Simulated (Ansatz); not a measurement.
# F3HSi: the cost of one run

Program: Ansatz 0.2.0, Gaussian basis. Level of theory: PBE0-D4/def2-TZVP structures, single points in def2-TZVPP, no counterpoise correction. These are calculated values, not measurements.

Levels: SPW92, PBE-D4, BLYP-D4, r2SCAN-D4, B97M-V, PBE0-D4, B3LYP-D4, r2SCAN0-D4, BHLYP-D4, CAM-B3LYP-D4, wB97X-V, wB97M-V, B2PLYP, PBE-QIDH, RPA on PBE, Hartree-Fock, MP2, CCSD, CCSD(T).

Cores are frozen in the correlated methods. Filled d shells of the heavier atoms are correlated. B3LYP uses VWN-RPA correlation. B2PLYP carries no dispersion term here.

94 further runs of the same task are left out: 94 set aside as unsound or not needed. Runs told in other sessions of the task aren't counted.

**1. The system as given**

The complex: 7 atoms, charge 0, spin multiplicity 1.

Atoms are counted from 1 here; the program's logs count them from 0.

Bond lengths: Si1–F2 1.579 Å, Si1–F3 1.571 Å, Si1–F4 1.571 Å, Si1–H5 1.461 Å, H6–Br7 1.422 Å. Angles: F2–Si1–F3 108.1°, F2–Si1–F4 108.1°, F2–Si1–H5 110.1°, F3–Si1–F4 108.9°, F3–Si1–H5 110.8°, F4–Si1–H5 110.8°.

Coordinates:

```xyz
7

Si   -0.90260   -0.59792    0.20090
F     0.39188   -0.33593    1.06646
F    -0.45789   -1.25216   -1.15610
F    -1.57729    0.78840   -0.09947
H    -1.82006   -1.47561    0.92388
H     2.13114    1.08946    0.15022
Br    2.23492    1.78387   -1.08589
```

Its parts: SiHF3 holds atoms 1, 2, 3, 4, 5; HBr holds atoms 6, 7. Each part counts its atoms afresh in its own runs.

**2. Relaxing SiHF3 alone**

File relax-a/in.yaml:

```yaml
crystal:
  periodic: [false, false, false]
  atoms:
    - {symbol: Si, position_ang: [-0.902598, -0.597923, 0.200898]}
    - {symbol: F, position_ang: [0.391876, -0.335928, 1.066462]}
    - {symbol: F, position_ang: [-0.457891, -1.252165, -1.156096]}
    - {symbol: F, position_ang: [-1.577292, 0.788399, -0.099470]}
    - {symbol: H, position_ang: [-1.820056, -1.475611, 0.923884]}
basis:
  gaussian: {orbitals: def2-TZVP}
hamiltonian: {xc: pbe0, dispersion: d4}
relax: {f_tol: 0.005, max_steps: 200}
```

Launch:

```sh
> ansatz run in.yaml --threads 8 --pin off --events-out ev --progress --plain --max-ram 19148MiB
```

**Question.** How long does this run take on 8 threads of Arm Neoverse V1, shared host?

About 2.6 s.
